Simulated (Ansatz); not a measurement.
# ClH₂MoNS₂: up Jacob's ladder to CCSD(T)

One table from this session's results is given with a row withheld; the runs are named, their logs left out.

Method: functionals in def2-TZVPP, the program's frozen cores in correlated methods; program: Ansatz 0.2.0, Gaussian basis.

Plan: LDA (SPW92), PBE-D4, revPBE-D4, BLYP-D4, r2SCAN-D4, B97M-V, PBE0-D4, B3LYP-D4, r2SCANh-D4, r2SCAN0-D4, HSE06-D4, BHLYP-D4, CAM-B3LYP-D4, LC-ωPBE, ωB97X-V, ωB97M-V, B2PLYP, PBE-QIDH; CCSD(T)/def2-SVP; CCSD(T)/def2-TZVPP; MP2/def2-QZVPP; extrapolation to the limit; RPA on PBE.

## Structure used throughout

The geometry comes from an earlier relaxation with PBE0-D4 in a triple-zeta def2 set; it is a stationary point, not always the lowest conformer. Mo takes the def2 core potential; no spin-orbit term is included.

SMILES `[NH2][Mo](=[S])(=[S])[Cl]`, 7 atoms, charge 0, spin multiplicity 1.

Atoms are counted from 1 here; the program's logs count them from 0.

Bond lengths: N1–Mo2 1.898 Å, N1–H6 1.010 Å, N1–H7 1.010 Å, Mo2–S3 2.095 Å, Mo2–S4 2.095 Å, Mo2–Cl5 2.254 Å. Angles: Mo2–N1–H6 123.5°, Mo2–N1–H7 123.5°, H6–N1–H7 112.3°, N1–Mo2–S3 108.2°, N1–Mo2–S4 108.2°, N1–Mo2–Cl5 110.1°, S3–Mo2–S4 110.7°, S3–Mo2–Cl5 109.8°, S4–Mo2–Cl5 109.8°.

The first run:

Contents of in.yaml:

```yaml
crystal:
  periodic: [false, false, false]
  atoms:
    - {symbol: N, position_ang: [-0.661763, 0.992876, -0.208399]}
    - {symbol: Mo, position_ang: [0.376756, -0.562872, 0.113532]}
    - {symbol: S, position_ang: [2.355959, -0.151849, -0.435251]}
    - {symbol: S, position_ang: [-0.405155, -2.121555, -1.046837]}
    - {symbol: Cl, position_ang: [0.288458, -1.116883, 2.296443]}
    - {symbol: H, position_ang: [-0.274587, 1.925379, -0.233779]}
    - {symbol: H, position_ang: [-1.618368, 0.966804, -0.531410]}
basis:
  gaussian: {orbitals: def2-TZVPP}
hamiltonian: {xc: lda}
output: {orbitals: {seedname: orbitals}}
```

Launch:

```bash
> ansatz run in.yaml --threads 4 --pin off --events-out ev --progress --plain --max-ram 10444MiB
```

Among the steps run: LDA; PBE-D4 (GGA); revPBE-D4 (GGA); BLYP-D4 (GGA); r2SCAN-D4 (meta-GGA); B97M-V (meta-GGA); PBE0-D4 (hybrid); B3LYP-D4 (hybrid); r2SCANh-D4 (hybrid); r2SCAN0-D4 (hybrid); HSE06-D4 (hybrid); BHLYP-D4 (hybrid); CAM-B3LYP-D4 (range-separated); LC-ωPBE (range-separated); ωB97X-V (range-separated); ωB97M-V (range-separated); B2PLYP (double hybrid); PBE-QIDH (double hybrid).

One of the session's tables, all rows but one given; the rest of the session is left out.

It belongs to the step «Frontier levels by functional». 

| functional | HOMO (eV) | LUMO (eV) | gap (eV) |
| --- | --- | --- | --- |
| LDA (SPW92) | -6.43 | -4.08 | 2.35 |
| PBE-D4 | -6.30 | -3.93 | 2.37 |
| revPBE-D4 | -6.24 | -3.87 | 2.37 |
| BLYP-D4 | -6.11 | -3.77 | 2.34 |
| r2SCAN-D4 | -6.57 | -3.96 | 2.61 |
| B97M-V | -6.63 | -3.91 | 2.72 |
| PBE0-D4 | ? | ? | ? |
| B3LYP-D4 | -7.16 | -3.45 | 3.71 |
| r2SCANh-D4 | -6.97 | -3.71 | 3.26 |
| r2SCAN0-D4 | -7.58 | -3.33 | 4.25 |
| HSE06-D4 | -7.01 | -3.68 | 3.33 |
| BHLYP-D4 | -8.34 | -2.51 | 5.83 |
| CAM-B3LYP-D4 | -8.57 | -2.30 | 6.27 |
| LC-ωPBE | -9.87 | -1.38 | 8.49 |
| ωB97X-V | -9.54 | -1.38 | 8.16 |
| ωB97M-V | -9.37 | -1.35 | 8.01 |

Estimate the missing values for PBE0-D4.

As computed: HOMO (eV): -7.40; LUMO (eV): -3.31; gap (eV): 4.09. In the column «HOMO (eV)» it lies between r2SCAN0-D4 (-7.58) and B3LYP-D4 (-7.16).
